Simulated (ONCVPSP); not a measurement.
# Boron: generating and testing an ONCV potential

Do these settings give a usable potential? It is generated, then checked for transferability, scattering, ghosts and hardness.

Method: ONCVPSP 4.0.1, LDA (Perdew-Zunger), non-relativistic.

### 1 The atom and the settings

The settings as typed:

* element: boron (B, Z = 5)
* type: optimised norm-conserving Vanderbilt (ONCV)
* frozen core: [He]
* valence charge: 3
* reference configuration: 2s2 (charge +1)
* partial waves: 2s: rc 1.40 bohr, ncon 3, nbas 8, qcut 5.6 1/bohr, 3 projectors, debl 3.8 Ha; p scattering state at 0.25 Ha: rc 1.20 bohr, ncon 4, nbas 7, qcut 5.7 1/bohr, 2 projectors, debl 3.6 Ha
* local potential: polynomial inside 1.10 bohr (lpopt 4, dvloc0 2 Ha)
* core correction: Teter function fitted to the true core (icmod 2), fcfact 0.45

An earlier all-electron run gives the scale for the radii.

All-electron outer shells of the reference configuration (LDA (Perdew-Zunger), non-relativistic, ld1.x):

```csv
shell,level (eV),outermost node (bohr),outermost maximum (bohr)
1s,-191.67,–,0.21
2s,-19.41,0.46,1.44
2p,-13.46,–,1.39
```

### 2 Generation

File B.dat:

```
# ATOM AND REFERENCE CONFIGURATION
# atsym  z   nc   nv     iexc    psfile
  B 5.00    1    1        3      upf
#
#   n    l    f
    1    0    2.00
    2    0    2.00
#
# PSEUDOPOTENTIAL AND OPTIMIZATION
# lmax
    1
#
#   l,   rc,      ep,       ncon, nbas, qcut
    0    1.40    0.00    3    8    5.60
    1    1.20    0.25    4    7    5.70
#
# LOCAL POTENTIAL
# lloc, lpopt,  rc(5),   dvloc0
    4    4    1.10    2.00
#
# VANDERBILT-KLEINMAN-BYLANDER PROJECTORs
# l, nproj, debl
    0    3    3.80
    1    2    3.60
#
# MODEL CORE CHARGE
# icmod, fcfact, rcfact
    2    0.45    1.10
#
# LOG DERIVATIVE ANALYSIS
# epsh1, epsh2, depsh
   -2.00    5.00    0.02
#
# OUTPUT GRID
# rlmax, drl
    6.00    0.01
#
# TEST CONFIGURATIONS
# ncnf
    4
# nvcnf
#   n    l    f
    2
    2    0    2.00
    2    1    1.00
#
    1
    2    0    1.00
#
    2
    2    0    2.00
    2    1    0.50
#
    2
    2    0    0.00
    2    1    3.00
#
```

Started as:

```
$ oncvpspnr.x < B.dat > B.out
```

What does the calculation give? Wanted: cutoffs for 1 and 0.1 mHa per electron, occupied waves; bound ghosts; GHOST(+) flags; largest test error; largest phase difference near zero energy, channels read; rms error of d²Exc/dn², without and with the model core; projector energies reset by the program.

The runs gave:

| quantity | value |
| --- | --- |
| cutoffs for 1 and 0.1 mHa per electron, occupied waves | 11 Ha and 15 Ha |
| bound ghosts | none found |
| GHOST(+) flags | none at low energy |
| largest test error (AE − PS) | +23 meV, for 2s0 2p3 |
| largest phase difference near zero energy, channels read | 0.000 rad |
| rms error of d²Exc/dn², without and with the model core | 4.54 and 0.79 mHa |
| projector energies reset by the program | p: 0.050, 3.650 Ha |

The worst unpolarised test, 2s0 2p3, is off by 23 meV on 3.1 eV; by total energies transferability rates as good. By its cutoff, 11 Ha for the looser tolerance, it is soft on the atom at that tolerance. That counts occupied waves only; other projectors can need more. No bound ghost shows below the valence levels. Near zero energy the phases of the channels with partial waves agree within 0.001 rad.
